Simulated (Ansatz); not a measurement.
# C₅H₉AlO₂: vertical ionisation energy

How much energy removes an electron from C₅H₉AlO₂ at fixed geometry? The cation is run at each level and the neutral's energy taken from earlier runs.

Method: unrestricted cation, the program's frozen cores in correlated methods; program: Ansatz 0.2.0, Gaussian basis.

The runs, in order: UKS PBE-D4/def2-TZVPP; UKS r2SCAN-D4/def2-TZVPP; UKS PBE0-D4/def2-TZVPP; UKS B3LYP-D4/def2-TZVPP; UKS wB97X-V/def2-TZVPP; UKS wB97M-V/def2-TZVPP; UKS B2PLYP/def2-TZVPP; UHF-CCSD(T)/def2-TZVPP; UHF-MP2/def2-QZVPP; extrapolation to the limit; then −ε(HOMO) from the neutral's earlier runs with LDA (SPW92), PBE-D4, revPBE-D4, BLYP-D4, r2SCAN-D4, B97M-V, PBE0-D4, B3LYP-D4, r2SCANh-D4, r2SCAN0-D4, HSE06-D4, BHLYP-D4, CAM-B3LYP-D4, LC-ωPBE, ωB97X-V, ωB97M-V.

## (1) Structure used throughout

All runs share one geometry, relaxed beforehand with PBE0-D4 in a triple-zeta def2 set.

SMILES `[CH3][Al-]1([CH3])[O]C=CC=[O+]1`, 17 atoms, charge 0, spin multiplicity 1.

Atoms are counted from 1 here; the program's logs count them from 0.

Bond lengths: C1–Al2 1.953 Å, C1–H9 1.095 Å, C1–H10 1.095 Å, C1–H11 1.095 Å, Al2–C3 1.953 Å, Al2–O4 1.861 Å, Al2–O8 1.861 Å, C3–H12 1.095 Å, C3–H13 1.095 Å, C3–H14 1.095 Å, O4–C5 1.263 Å, C5–C6 1.391 Å, C5–H15 1.095 Å, C6–C7 1.391 Å, C6–H16 1.081 Å, C7–O8 1.263 Å, C7–H17 1.095 Å. Angles: Al2–C1–H9 111.6°, Al2–C1–H10 111.6°, Al2–C1–H11 112.3°, H9–C1–H10 106.7°, H9–C1–H11 107.1°, H10–C1–H11 107.1°, C1–Al2–C3 123.4°, C1–Al2–O4 108.9°, C1–Al2–O8 108.9°, C3–Al2–O4 108.8°, C3–Al2–O8 108.8°, O4–Al2–O8 94.1°, Al2–C3–H12 112.3°, Al2–C3–H13 111.7°, Al2–C3–H14 111.6°, H12–C3–H13 107.1°, H12–C3–H14 107.1°, H13–C3–H14 106.7° and more.

Geometry (Å):

```xyz
17
charge 0, multiplicity 1
C     0.3195   -1.0641   -2.1310
Al    0.5742   -0.3423   -0.3347
C     2.2583   -0.4655    0.6460
O    -0.0079    1.4253   -0.3079
C    -1.0146    1.8711    0.3118
C    -1.8888    1.1228    1.0925
C    -1.7230   -0.2472    1.2638
O    -0.8025   -0.9508    0.7599
H     0.5006   -2.1437   -2.1616
H     1.0082   -0.6086   -2.8503
H    -0.6953   -0.8967   -2.5059
H     2.1986    0.0043    1.6331
H     3.0769    0.0216    0.1060
H     2.5591   -1.5068    0.8022
H    -1.1985    2.9463    0.2120
H    -2.7189    1.6176    1.5760
H    -2.4458   -0.7835    1.8882
```

## (2) Cation, UKS PBE-D4/def2-TZVPP

in.yaml

```yaml
crystal:
  periodic: [false, false, false]
  atoms:
    - {symbol: C, position_ang: [0.319501, -1.064146, -2.131048]}
    - {symbol: Al, position_ang: [0.574190, -0.342258, -0.334688]}
    - {symbol: C, position_ang: [2.258253, -0.465476, 0.646028]}
    - {symbol: O, position_ang: [-0.007908, 1.425334, -0.307903]}
    - {symbol: C, position_ang: [-1.014641, 1.871097, 0.311839]}
    - {symbol: C, position_ang: [-1.888828, 1.122787, 1.092487]}
    - {symbol: C, position_ang: [-1.722982, -0.247162, 1.263764]}
    - {symbol: O, position_ang: [-0.802527, -0.950842, 0.759905]}
    - {symbol: H, position_ang: [0.500618, -2.143677, -2.161614]}
    - {symbol: H, position_ang: [1.008167, -0.608569, -2.850305]}
    - {symbol: H, position_ang: [-0.695332, -0.896739, -2.505921]}
    - {symbol: H, position_ang: [2.198647, 0.004277, 1.633081]}
    - {symbol: H, position_ang: [3.076903, 0.021617, 0.105993]}
    - {symbol: H, position_ang: [2.559076, -1.506754, 0.802169]}
    - {symbol: H, position_ang: [-1.198515, 2.946329, 0.212012]}
    - {symbol: H, position_ang: [-2.718853, 1.617647, 1.576023]}
    - {symbol: H, position_ang: [-2.445758, -0.783454, 1.888186]}
basis:
  gaussian: {orbitals: def2-TZVPP}
total_charge: 1
magnetization: {spin_polarized: true, initial_magnetization: 1}
hamiltonian: {xc: pbe, dispersion: d4}
```

Started as:

```
$ ansatz run in.yaml --threads 4 --pin off --events-out ev --progress --plain --max-ram 66560MiB --backend cuda --devices 0, --max-vram 37GiB
```

Further steps of the session: Cation, UKS r2SCAN-D4/def2-TZVPP; Cation, UKS PBE0-D4/def2-TZVPP; Cation, UKS B3LYP-D4/def2-TZVPP; Cation, UKS wB97X-V/def2-TZVPP; Cation, UKS wB97M-V/def2-TZVPP; Cation, UKS B2PLYP (frozen core)/def2-TZVPP; Cation, UHF-CCSD(T)/def2-TZVPP; Cation, UHF-MP2/def2-QZVPP.

Q: Predict the results of all the runs planned. Wanted: ionisation energy, CCSD(T)/CBS; nearest functional by difference; nearest −ε(HOMO); −ε(HOMO) of PBE; T1 of the cation.

The runs gave:

| quantity | value |
| --- | --- |
| ionisation energy, CCSD(T)/CBS | 9.32 eV |
| nearest functional by difference | ωB97X-V (-0.28 eV) |
| nearest −ε(HOMO) | ωB97X-V (-0.11 eV) |
| −ε(HOMO) of PBE | 5.70 eV |
| T1 of the cation | 0.057 |

**Reading.** By cation minus neutral, the functionals miss by 0.98 eV at most. −ε(HOMO) of PBE misses by 3.6 eV, since self-interaction lifts the level. Among orbital estimates ωB97X-V comes nearest. Hartree-Fock falls 0.96 eV short, as the neutral has more correlation energy than the cation. The cation's T1 (from the report) is 0.057, above the customary mark of 0.045 for open shells, so the coupled-cluster value is less safe. The cation may have settled in a state other than its lowest; no search over hole states beyond the program's own was made.
